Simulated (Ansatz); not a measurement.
**AlGe (quartet): wave-function methods side by side at distance Ge1–Al2 = 2.467 Å, aug-cc-pVDZ**

How much of the correlation energy of AlGe (quartet) does each wave-function method recover here?

The runs use Ansatz 0.2.0, Gaussian basis; aug-cc-pVDZ, core rule «outside noble gas», up to 19 orbitals frozen.

Plan: UHF; CCSD(T) on ROHF; CCSD(T) on UHF; BCCD(T) on ROHF; CISD; CCSDT(Q) on ROHF; CCSDT(Q) on UHF; CISDTQ; CCSDTQ on ROHF; CCSDTQ on UHF; CASSCF and MRCISD+Q, 5 electrons in 5 orbitals; CASSCF and NEVPT2, 5 electrons in 5 orbitals; CASSCF and MRCISD+Q, 7 electrons in 8 orbitals; CASSCF and MRCISD+Q(relaxed), 7 electrons in 8 orbitals; CASSCF and NEVPT2, 7 electrons in 8 orbitals; Full CI.

## 1. The system

The geometry derives from a PBE0/def2-TZVP stationary point (not a proven minimum). One bond is set to the value named and the two fragments are kept rigid. No spin-orbit coupling is included. The filled d shell of Ge may be among the frozen orbitals whatever the setting's name suggests; the logs give the count.

2 atoms, charge 0, spin multiplicity 4.

Atoms are counted from 1 here; the program's logs count them from 0.

Bond lengths: Ge1–Al2 2.467 Å.

## 2. UHF

Input file in.yaml:

```yaml
crystal:
  periodic: [false, false, false]
  atoms:
    - {symbol: Ge, position_ang: [0.000000, 0.000000, 0.000000]}
    - {symbol: Al, position_ang: [0.000000, 0.000000, 2.466944]}
basis:
  gaussian: {orbitals: aug-cc-pVDZ}
magnetization: {spin_polarized: true, initial_magnetization: 3}
hamiltonian: {xc: hf}
output: {orbitals: {seedname: orbitals}}
```

On the command line:

```sh
ansatz run in.yaml --threads 1 --pin off --events-out ev --progress --plain --max-ram 3956MiB --backend cpu
```

After this run come: CCSD(T) on ROHF; CCSD(T) on UHF; BCCD(T) on ROHF; CISD; CCSDT(Q) on ROHF; CCSDT(Q) on UHF; CISDTQ; CCSDTQ on ROHF; CCSDTQ on UHF; CASSCF and MRCISD+Q, 5 electrons in 5 orbitals; CASSCF and NEVPT2, 5 electrons in 5 orbitals; CASSCF and MRCISD+Q, 7 electrons in 8 orbitals; CASSCF and MRCISD+Q(relaxed), 7 electrons in 8 orbitals; CASSCF and NEVPT2, 7 electrons in 8 orbitals; Full CI.

Before running them: what should the planned runs give, taken together? Wanted: FCI below the RHF energy; RMP2 from FCI; UMP2 from FCI; RCCSD from FCI; RCCSD(T) from FCI; UCCSD(T) from FCI; RCCSDT(Q) from FCI; UCCSDT(Q) from FCI; NEVPT2 pair from FCI.

As calculated:

| quantity | value |
| --- | --- |
| FCI below the RHF energy | -3.6462 eV |
| RMP2 from FCI | +90.7 kJ/mol |
| UMP2 from FCI | +91.8 kJ/mol |
| RCCSD from FCI | +20.4 kJ/mol |
| RCCSD(T) from FCI | +5.2 kJ/mol |
| UCCSD(T) from FCI | +4.3 kJ/mol |
| RCCSDT(Q) from FCI | +0.2 kJ/mol |
| UCCSDT(Q) from FCI | -0.8 kJ/mol |
| NEVPT2 pair from FCI | +89.6 kJ/mol |
| MRCISD+Q pair from FCI | +6.3 kJ/mol |
| NEVPT2 valence from FCI | +53.7 kJ/mol |
| levels within 1 kcal/mol (43 meV) | RCCSDT, UCCSDT, CISDTQ, RCCSDT(Q), UCCSDT(Q), RCCSDTQ, UCCSDTQ, MRCISD+Q valence, MRCISD+Q(relaxed) valence |
| T1 diagnostic | 0.037 |
| effectively unpaired electrons | 3.10 |

**Reading.** RCCSD(T) lands +5.2 kJ/mol from the yardstick (1.5 % of the correlation energy). UCCSDT(Q), UCCSDTQ, MRCISD+Q valence, MRCISD+Q(relaxed) valence fall below full CI: unrestricted runs freeze a spin-polarised core, another one than full CI's, and coupled cluster isn't variational. One determinant dominates. Of the multireference levels listed MRCISD+Q valence comes nearest in total energy (-1.7 kJ/mol), which doesn't show that its space is the better one. These misses are within one basis, not against nature; the frozen cores of restricted and unrestricted runs differ, which can shift their rows.
